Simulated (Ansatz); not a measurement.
# Molecular dynamics of WC

input.yaml

```yaml
accuracy: low
crystal:
  lattice:
    - [-3.044481, -5.273196, 0.0]
    - [4.566722, -2.636598, 0.0]
    - [0.0, 0.0, 5.945994]
  atoms:
    - { symbol: W, position: [0.73186422, 0.54047748, -0.01235569] }
    - { symbol: C, position: [0.49772169, 0.65841899, 0.31057848] }
    - { symbol: W, position: [0.77365848, 0.46705459, 0.51822302] }
    - { symbol: C, position: [0.45806257, 0.51580518, 0.77273907] }
    - { symbol: W, position: [0.52584173, -0.01436042, 0.02729111] }
    - { symbol: C, position: [0.24072885, 0.2237717, 0.29193361] }
    - { symbol: W, position: [0.50842779, 0.08441048, 0.50802991] }
    - { symbol: C, position: [0.17621079, 0.18032301, 0.67513451] }
    - { symbol: W, position: [0.26248998, 0.45832546, 0.02542449] }
    - { symbol: C, position: [-0.03787831, 0.58976761, 0.22950521] }
    - { symbol: W, position: [0.24689528, 0.5341954, 0.5126541] }
    - { symbol: C, position: [-0.06283203, 0.72914279, 0.72799186] }
    - { symbol: W, position: [-0.0008088, -0.02129648, -0.04011942] }
    - { symbol: C, position: [0.74077899, 0.17450522, 0.19841673] }
    - { symbol: W, position: [-0.03246703, -0.04378066, 0.46053134] }
    - { symbol: C, position: [0.74381721, 0.18467344, 0.79861577] }
basis:
  ecutwfc: 420.0
kpoints:
  mp_grid: { grid: [2, 2, 2] }
hamiltonian:
  xc: pbesol
  pseudopotentials: { kind: paw, azcp: { folder: soft_1 } }
scf:
  occupations: { method: fermi_dirac, width: 0.36 }
  lower_state_search: "off"
md:
  timestep: 0.75
  n_steps: 240
  ensemble: nvt_nose_hoover
  temperature: 2520.0
  initial_velocities: maxwell_boltzmann
  seed: 292737
  nose_hoover: { tau: 200.0, chain_length: 3 }
```

Command:

```bash
$ ansatz run input.yaml --threads 1 --pin off --max-ram 3072MiB --backend cpu --events-out ev --progress --plain --runs-dir out
```

It goes on from the last frame of an earlier run, with new velocities.

Output, in part (step lines):

```
md step     0: t =     0.00 fs  T =  2520.0 K  F+E_penalty+E_count = -84022.64988768 eV  E_kin = 4.886028 eV  conserved = -84017.76385972 eV  (9 SCF iters)
md step     1: t =     0.75 fs  T =  2536.7 K  F+E_penalty+E_count = -84022.68241789 eV  E_kin = 4.918485 eV  conserved = -84017.76393272 eV  (6 SCF iters)
md step     2: t =     1.50 fs  T =  2560.1 K  F+E_penalty+E_count = -84022.72774596 eV  E_kin = 4.963741 eV  conserved = -84017.76400418 eV  (6 SCF iters)
md step     3: t =     2.25 fs  T =  2589.3 K  F+E_penalty+E_count = -84022.78453333 eV  E_kin = 5.020450 eV  conserved = -84017.76407887 eV  (6 SCF iters)
md step     4: t =     3.00 fs  T =  2623.8 K  F+E_penalty+E_count = -84022.85140632 eV  E_kin = 5.087235 eV  conserved = -84017.76415940 eV  (6 SCF iters)
md step     5: t =     3.75 fs  T =  2662.7 K  F+E_penalty+E_count = -84022.92692089 eV  E_kin = 5.162648 eV  conserved = -84017.76424705 eV  (3 SCF iters)
md step     6: t =     4.50 fs  T =  2705.2 K  F+E_penalty+E_count = -84023.00955467 eV  E_kin = 5.245168 eV  conserved = -84017.76433976 eV  (3 SCF iters)
md step     7: t =     5.25 fs  T =  2750.6 K  F+E_penalty+E_count = -84023.09772691 eV  E_kin = 5.333212 eV  conserved = -84017.76443408 eV  (3 SCF iters)
[... lines left out ...]
md step   239: t =   179.25 fs  T =  4418.2 K  F+E_penalty+E_count = -84028.85810218 eV  E_kin = 8.566487 eV  conserved = -84017.76795376 eV  (3 SCF iters)
md step   240: t =   180.00 fs  T =  4381.0 K  F+E_penalty+E_count = -84028.80698276 eV  E_kin = 8.494336 eV  conserved = -84017.76778084 eV  (6 SCF iters)
```

The steps, from the saved trajectory:

| time (fs) | T (K) | potential energy less start (eV) | conserved less start (meV/atom) |
| --- | --- | --- | --- |
| 0 | 2520 | 0.000 | 0.00 |
| 6 | 2798 | -0.540 | -0.04 |
| 12 | 3167 | -1.257 | -0.08 |
| 18 | 3332 | -1.581 | -0.10 |
| 24 | 3200 | -1.333 | -0.06 |
| 30 | 3103 | -1.156 | -0.06 |
| 36 | 3108 | -1.178 | -0.08 |
| 42 | 3143 | -1.261 | -0.02 |
| 48 | 3576 | -2.122 | -0.05 |
| 54 | 4220 | -3.400 | -0.11 |
| 60 | 4668 | -4.313 | -0.10 |
| 66 | 4943 | -4.908 | -0.09 |
| 72 | 5204 | -5.499 | -0.14 |
| 78 | 5245 | -5.686 | -0.15 |
| 84 | 4908 | -5.156 | -0.17 |
| 90 | 4326 | -4.153 | -0.05 |
| 96 | 4087 | -3.822 | -0.25 |
| 102 | 3517 | -2.837 | -0.02 |
| 108 | 3549 | -3.020 | -0.10 |
| 114 | 3699 | -3.443 | -0.21 |
| 120 | 3226 | -2.654 | -0.09 |
| 126 | 2895 | -2.127 | -0.10 |
| 132 | 2869 | -2.185 | -0.09 |
| 138 | 3174 | -2.891 | -0.07 |
| 144 | 3692 | -4.031 | -0.22 |
| 150 | 3528 | -3.857 | -0.20 |
| 156 | 2780 | -2.530 | -0.07 |
| 162 | 2561 | -2.203 | 0.01 |
| 168 | 3364 | -3.872 | -0.12 |
| 174 | 4243 | -5.721 | -0.22 |
| 180 | 4381 | -6.157 | -0.25 |

All steps were run. The conserved energy stayed within 0.27 meV per atom of its start (net change -0.25 meV per atom), so the integration is sound. The mean temperature of the second half is 37 % above the set value. A run of 0.18 ps of so small a system gives no equilibrium averages. Limits of this set-up: coarse k mesh, PAW files made for another functional, low accuracy level.

Mean squared displacements from the first frame to the last, about the centre of mass: W 0.13 Å², C 0.47 Å².

Last frame:

```xyz
16
Lattice="-3.0445 -5.2732 0.0000 4.5667 -2.6366 0.0000 0.0000 0.0000 5.9460" Properties=species:S:1:pos:R:3
W 0.239 -5.398 0.011
C 1.532 -4.218 1.502
W -0.273 -5.203 2.997
C 1.392 -4.537 4.545
W -1.532 -2.569 -0.170
C 0.188 -1.811 1.384
W -1.658 -2.564 2.991
C -0.158 -1.889 4.490
W 1.468 -2.802 -0.045
C 3.446 -1.582 1.624
W 1.532 -2.648 2.969
C 2.440 -1.655 4.344
W 0.106 0.038 0.144
C -1.572 -4.189 1.672
W 0.151 0.033 2.970
C -1.692 -4.396 4.606
```

Time of the run: 22 min on 1 thread of Arm Neoverse V1, with other jobs on the host, peak memory 0.63 GiB.
